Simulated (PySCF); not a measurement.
# ClGeH₄P: NMR shifts at several levels of theory, part 2 of 2

PySCF 2.14.0. Atoms count from 0.

## (7) Shielding tensors: OPBE/pcSseg-2

What the job is given:

```
{"job": {"kind": "nmr", "xc": "OPBE", "basis": "pcSseg-2", "pop": false}, "charge": 0, "multiplicity": 1}
P      1.241866    -0.344972     0.075690
Ge    -1.058211    -0.173370    -0.090018
Cl    -1.662288     1.798876    -0.765353
H      1.452567     0.201486    -1.226798
H      1.366723     0.920672     0.725326
H     -1.590483    -1.180894    -1.121720
H     -1.709521    -0.381448     1.286419
```

With the program's defaults for keys left out, this is: GIAO OPBE/pcSseg-2 NMR shielding, non-relativistic, gas phase.

Standard output:

```text
coarse grid: 30032 points
cycle   1  E = -2881.5653284361  dE = -6.667e-01  |g| = 9.974e-01  |ddm| = 1.973e+00
cycle   2  E = -2881.4607739745  dE =  1.046e-01  |g| = 1.343e+00  |ddm| = 9.334e-01
cycle   3  E = -2881.6204288842  dE = -1.597e-01  |g| = 1.862e-01  |ddm| = 6.995e-01
cycle   4  E = -2881.6253921327  dE = -4.963e-03  |g| = 7.503e-02  |ddm| = 2.083e-01
cycle   5  E = -2881.6270965231  dE = -1.704e-03  |g| = 4.968e-03  |ddm| = 7.705e-02
cycle   6  E = -2881.6271015748  dE = -5.052e-06  |g| = 1.935e-03  |ddm| = 6.571e-03
final grid: 58200 points
cycle   7  E = -2881.6270841590  dE =  2.957e-07  |g| = 2.227e-03  |ddm| = 4.690e-03
cycle   8  E = -2881.6270828986  dE =  1.260e-06  |g| = 3.014e-03  |ddm| = 6.156e-03
cycle   9  E = -2881.6270855023  dE = -2.604e-06  |g| = 5.801e-04  |ddm| = 3.825e-03
cycle  10  E = -2881.6270855539  dE = -5.158e-08  |g| = 5.447e-05  |ddm| = 3.718e-04
cycle  11  E = -2881.6270855545  dE = -6.621e-10  |g| = 1.314e-05  |ddm| = 6.304e-05
converged SCF energy = -2881.6270855545

GIAO shielding tensors (ppm)
atom      isotropic    diamagn.    paramagn.     s11        s22        s33       span
  0 P      555.217     966.033    -410.816    539.616    546.003    580.031     40.416
  1 Ge    1338.708    2757.851   -1419.143   1128.740   1354.613   1532.771    404.030
  2 Cl     932.362    1148.582    -216.220    860.027    898.100   1038.959    178.931
  3 H       28.865      28.853       0.012     24.051     26.954     35.590     11.539
  4 H       28.876      28.960      -0.084     23.995     27.046     35.588     11.593
  5 H       25.517      28.373      -2.857     18.606     21.390     36.554     17.948
  6 H       25.518      28.479      -2.961     18.526     21.452     36.577     18.051
```

It took 32 s on 1 thread of Arm Neoverse N1, shared host; peak memory 0.89 GiB.

In short: δ P0 -242.8, Ge1 -23, Cl2 12, H5 5.68, H3 2.33 ppm (means over like atoms).

## (8) Nuclear shieldings: KT2/pcSseg-2

The job, as its differences from that of step 7:

```diff
@@ -1,2 +1,2 @@
-{"job": {"kind": "nmr", "xc": "OPBE", "basis": "pcSseg-2", "pop": false}, "charge": 0, "multiplicity": 1}
+{"job": {"kind": "nmr", "xc": "KT2", "basis": "pcSseg-2", "pop": false}, "charge": 0, "multiplicity": 1}
 P      1.241866    -0.344972     0.075690
```

With the program's defaults for keys left out, this is: GIAO KT2/pcSseg-2 NMR shielding, non-relativistic, gas phase.

Standard output:

```text
coarse grid: 30032 points
cycle   1  E = -2895.8353615591  dE = -6.310e-01  |g| = 6.944e-01  |ddm| = 1.872e+00
cycle   2  E = -2895.7507299099  dE =  8.463e-02  |g| = 9.639e-01  |ddm| = 9.086e-01
cycle   3  E = -2895.8737395410  dE = -1.230e-01  |g| = 1.607e-01  |ddm| = 6.832e-01
cycle   4  E = -2895.8784320236  dE = -4.692e-03  |g| = 5.625e-02  |ddm| = 1.753e-01
cycle   5  E = -2895.8793637543  dE = -9.317e-04  |g| = 5.227e-03  |ddm| = 5.738e-02
cycle   6  E = -2895.8793706429  dE = -6.889e-06  |g| = 1.576e-03  |ddm| = 6.446e-03
final grid: 58200 points
cycle   7  E = -2895.8793527503  dE =  3.241e-07  |g| = 1.965e-03  |ddm| = 3.380e-03
cycle   8  E = -2895.8793513530  dE =  1.397e-06  |g| = 3.019e-03  |ddm| = 4.391e-03
cycle   9  E = -2895.8793537657  dE = -2.413e-06  |g| = 3.808e-04  |ddm| = 2.784e-03
cycle  10  E = -2895.8793537971  dE = -3.144e-08  |g| = 4.843e-05  |ddm| = 3.276e-04
cycle  11  E = -2895.8793537976  dE = -4.561e-10  |g| = 1.215e-05  |ddm| = 4.323e-05
converged SCF energy = -2895.8793537976

GIAO shielding tensors (ppm)
atom      isotropic    diamagn.    paramagn.     s11        s22        s33       span
  0 P      541.495     967.764    -426.269    515.849    533.966    574.669     58.819
  1 Ge    1353.434    2761.710   -1408.276   1130.983   1370.310   1559.009    428.026
  2 Cl     918.155    1150.278    -232.123    838.533    883.533   1032.399    193.867
  3 H       28.846      28.875      -0.030     24.211     26.993     35.332     11.121
  4 H       28.865      28.973      -0.109     24.162     27.093     35.339     11.177
  5 H       25.413      28.076      -2.663     18.518     21.394     36.326     17.808
  6 H       25.416      28.164      -2.748     18.435     21.460     36.353     17.918
```

It took 32 s on 1 thread of Arm Neoverse N1, shared host; peak memory 0.89 GiB.

This run: δ P0 -228.4, Ge1 -22, Cl2 24, H5 5.76, H3 2.32 ppm (means over like atoms).

## (9) Shielding tensors: KT3/pcSseg-2

The job, as its differences from that of step 8:

```diff
@@ -1,2 +1,2 @@
-{"job": {"kind": "nmr", "xc": "KT2", "basis": "pcSseg-2", "pop": false}, "charge": 0, "multiplicity": 1}
+{"job": {"kind": "nmr", "xc": "KT3", "basis": "pcSseg-2", "pop": false}, "charge": 0, "multiplicity": 1}
 P      1.241866    -0.344972     0.075690
```

With the program's defaults for keys left out, this is: GIAO KT3/pcSseg-2 NMR shielding, non-relativistic, gas phase.

Standard output:

```text
coarse grid: 30032 points
cycle   1  E = -2894.7172445661  dE = -6.454e-01  |g| = 6.667e-01  |ddm| = 1.905e+00
cycle   2  E = -2894.6382234584  dE =  7.902e-02  |g| = 9.044e-01  |ddm| = 9.416e-01
cycle   3  E = -2894.7569695321  dE = -1.187e-01  |g| = 1.593e-01  |ddm| = 6.890e-01
cycle   4  E = -2894.7614818192  dE = -4.512e-03  |g| = 5.122e-02  |ddm| = 1.633e-01
cycle   5  E = -2894.7622161289  dE = -7.343e-04  |g| = 5.098e-03  |ddm| = 5.289e-02
cycle   6  E = -2894.7622237816  dE = -7.653e-06  |g| = 1.495e-03  |ddm| = 6.783e-03
final grid: 58200 points
cycle   7  E = -2894.7622162382  dE =  1.645e-07  |g| = 1.881e-03  |ddm| = 3.556e-03
cycle   8  E = -2894.7622152917  dE =  9.465e-07  |g| = 2.994e-03  |ddm| = 4.313e-03
cycle   9  E = -2894.7622170924  dE = -1.801e-06  |g| = 3.911e-04  |ddm| = 2.467e-03
cycle  10  E = -2894.7622171207  dE = -2.833e-08  |g| = 4.969e-05  |ddm| = 3.121e-04
cycle  11  E = -2894.7622171213  dE = -5.539e-10  |g| = 4.695e-06  |ddm| = 4.627e-05
converged SCF energy = -2894.7622171213

GIAO shielding tensors (ppm)
atom      isotropic    diamagn.    paramagn.     s11        s22        s33       span
  0 P      542.159     967.267    -425.108    523.339    532.297    570.842     47.504
  1 Ge    1361.534    2760.748   -1399.214   1151.837   1382.005   1550.758    398.921
  2 Cl     923.848    1150.417    -226.568    845.922    889.499   1036.124    190.202
  3 H       29.114      29.210      -0.096     24.530     27.291     35.522     10.993
  4 H       29.128      29.315      -0.188     24.475     27.386     35.522     11.047
  5 H       25.828      28.541      -2.713     18.980     21.784     36.720     17.740
  6 H       25.831      28.640      -2.810     18.900     21.849     36.743     17.844
```

Run time: 33 s. Hardware: 1 thread of Arm Neoverse N1, shared host; peak memory 0.89 GiB.

In short: δ P0 -220.6, Ge1 -26, Cl2 14, H5 5.52, H3 2.23 ppm (means over like atoms).

## (10) Nuclear shieldings: B97-D/pcSseg-2

The job, as its differences from that of step 9:

```diff
@@ -1,2 +1,2 @@
-{"job": {"kind": "nmr", "xc": "KT3", "basis": "pcSseg-2", "pop": false}, "charge": 0, "multiplicity": 1}
+{"job": {"kind": "nmr", "xc": "B97-D", "basis": "pcSseg-2", "pop": false}, "charge": 0, "multiplicity": 1}
 P      1.241866    -0.344972     0.075690
```

Level: GIAO B97-D/pcSseg-2 NMR shielding, non-relativistic, gas phase.

Standard output:

```text
coarse grid: 30032 points
cycle   1  E = -2882.1048585896  dE = -6.463e-01  |g| = 9.223e-01  |ddm| = 1.903e+00
cycle   2  E = -2881.9832107389  dE =  1.216e-01  |g| = 1.298e+00  |ddm| = 9.851e-01
cycle   3  E = -2882.1571841155  dE = -1.740e-01  |g| = 1.873e-01  |ddm| = 7.676e-01
cycle   4  E = -2882.1630318465  dE = -5.848e-03  |g| = 7.201e-02  |ddm| = 2.128e-01
cycle   5  E = -2882.1645973824  dE = -1.566e-03  |g| = 5.541e-03  |ddm| = 7.292e-02
cycle   6  E = -2882.1646033256  dE = -5.943e-06  |g| = 1.923e-03  |ddm| = 6.036e-03
final grid: 58200 points
cycle   7  E = -2882.1646048614  dE = -9.639e-08  |g| = 1.981e-03  |ddm| = 3.608e-03
cycle   8  E = -2882.1646043808  dE =  4.806e-07  |g| = 2.405e-03  |ddm| = 3.621e-03
cycle   9  E = -2882.1646056792  dE = -1.298e-06  |g| = 3.894e-04  |ddm| = 2.197e-03
cycle  10  E = -2882.1646057200  dE = -4.076e-08  |g| = 5.067e-05  |ddm| = 3.861e-04
cycle  11  E = -2882.1646057206  dE = -5.880e-10  |g| = 1.177e-05  |ddm| = 4.317e-05
converged SCF energy = -2882.1646057206

GIAO shielding tensors (ppm)
atom      isotropic    diamagn.    paramagn.     s11        s22        s33       span
  0 P      508.286     966.414    -458.128    482.238    498.499    544.121     61.883
  1 Ge    1283.252    2758.627   -1475.375   1056.733   1306.785   1486.239    429.506
  2 Cl     904.039    1149.560    -245.520    816.574    868.713   1026.830    210.256
  3 H       29.028      29.188      -0.160     24.580     27.307     35.197     10.618
  4 H       29.043      29.294      -0.251     24.527     27.404     35.200     10.673
  5 H       25.622      28.151      -2.528     18.760     21.630     36.477     17.716
  6 H       25.625      28.247      -2.622     18.678     21.694     36.501     17.823
```

Wall time 32 s (1 thread of Arm Neoverse N1, shared host); peak memory 0.89 GiB.

Key values: δ P0 -213.7, Ge1 -19, Cl2 23, H5 5.77, H3 2.36 ppm (means over like atoms).

## (11) NMR shieldings: B3LYP/pcSseg-2

The job, as its differences from that of step 10:

```diff
@@ -1,2 +1,2 @@
-{"job": {"kind": "nmr", "xc": "B97-D", "basis": "pcSseg-2", "pop": false}, "charge": 0, "multiplicity": 1}
+{"job": {"kind": "nmr", "xc": "B3LYP", "basis": "pcSseg-2", "pop": false}, "charge": 0, "multiplicity": 1}
 P      1.241866    -0.344972     0.075690
```

Method: GIAO B3LYP/pcSseg-2 NMR shielding, non-relativistic, gas phase.

Standard output:

```text
coarse grid: 30032 points
cycle   1  E = -2881.1018138996  dE = -6.668e-01  |g| = 1.127e+00  |ddm| = 1.883e+00
cycle   2  E = -2881.0162589935  dE =  8.555e-02  |g| = 1.430e+00  |ddm| = 8.660e-01
cycle   3  E = -2881.1755081263  dE = -1.592e-01  |g| = 1.212e-01  |ddm| = 5.935e-01
cycle   4  E = -2881.1773310620  dE = -1.823e-03  |g| = 3.630e-02  |ddm| = 1.060e-01
cycle   5  E = -2881.1777089560  dE = -3.779e-04  |g| = 4.051e-03  |ddm| = 3.763e-02
cycle   6  E = -2881.1777129548  dE = -3.999e-06  |g| = 9.214e-04  |ddm| = 3.906e-03
final grid: 58200 points
cycle   7  E = -2881.1776920809  dE = -4.579e-08  |g| = 9.880e-04  |ddm| = 1.987e-03
cycle   8  E = -2881.1776920445  dE =  3.639e-08  |g| = 1.125e-03  |ddm| = 1.818e-03
cycle   9  E = -2881.1776922948  dE = -2.502e-07  |g| = 1.483e-04  |ddm| = 9.199e-04
cycle  10  E = -2881.1776922979  dE = -3.109e-09  |g| = 1.100e-05  |ddm| = 8.523e-05
cycle  11  E = -2881.1776922979  dE = -5.912e-12  |g| = 4.103e-06  |ddm| = 9.223e-06
converged SCF energy = -2881.1776922979

GIAO shielding tensors (ppm)
atom      isotropic    diamagn.    paramagn.     s11        s22        s33       span
  0 P      507.786     965.461    -457.675    484.643    499.072    539.642     54.999
  1 Ge    1312.461    2755.834   -1443.373   1095.014   1335.168   1507.200    412.186
  2 Cl     925.391    1148.817    -223.427    845.283    894.244   1036.645    191.361
  3 H       29.111      29.174      -0.063     24.562     27.311     35.461     10.899
  4 H       29.125      29.266      -0.141     24.507     27.408     35.460     10.953
  5 H       25.798      28.139      -2.341     18.885     21.708     36.801     17.916
  6 H       25.800      28.230      -2.430     18.804     21.772     36.825     18.020
```

Run time: 29 s. Hardware: 1 thread of Arm Neoverse N1, shared host; peak memory 1.1 GiB.

In short: δ P0 -224.5, Ge1 -19, Cl2 2, H5 5.59, H3 2.27 ppm (means over like atoms).

## (12) Run by run: NMR shifts

Shifts (ppm), means over like atoms, with basis size and wall time:

```csv
run,H5,H3,P0,Ge1,Cl2,functions,time
HF/pcSseg-2,5.01,2.12,-228.1,-38,-82,205,20 s
LDA/pcSseg-2,6.15,2.53,-246.4,-8,52,205,29 s
PBE/pcSseg-2,5.82,2.35,-235.2,-20,29,205,33 s
BLYP/pcSseg-2,5.77,2.32,-215.4,-20,33,205,34 s
BP86/pcSseg-2,5.85,2.37,-230.0,-17,27,205,32 s
OPBE/pcSseg-2,5.68,2.33,-242.8,-23,12,205,32 s
KT2/pcSseg-2,5.76,2.32,-228.4,-22,24,205,32 s
KT3/pcSseg-2,5.52,2.23,-220.6,-26,14,205,33 s
B97-D/pcSseg-2,5.77,2.36,-213.7,-19,23,205,32 s
B3LYP/pcSseg-2,5.59,2.27,-224.5,-19,2,205,29 s
```

## (13) What came out

What follows sums up all 2 parts.

| quantity | value |
| --- | --- |
| 1H shifts against TMS (HF/pcSseg-2, means over atoms taken as alike) | 5.01, 2.12 ppm |
| 31P shifts against H3PO4 (HF/pcSseg-2) | -228.1 ppm |
| 73Ge shifts against GeMe4 (HF/pcSseg-2) | -38 ppm |
| 35Cl shifts against HCl (HF/pcSseg-2) | -82 ppm |
| range of the shift of Cl2 | -82 to 52 ppm |

What this shows: Single values in the summary come from the first run of each kind that ended normally (HF/pcSseg-2), which need not be the best level. At HF/pcSseg-2: The widest tensor belongs to Ge1: span 299 ppm, with a paramagnetic part of -1224 ppm. Across the 10 runs the shift of Cl2 moves most, between -82 (HF/pcSseg-2) and 52 ppm (LDA/pcSseg-2). Spin-orbit coupling is left out, which matters for shieldings and couplings at and beside the heavy atoms.
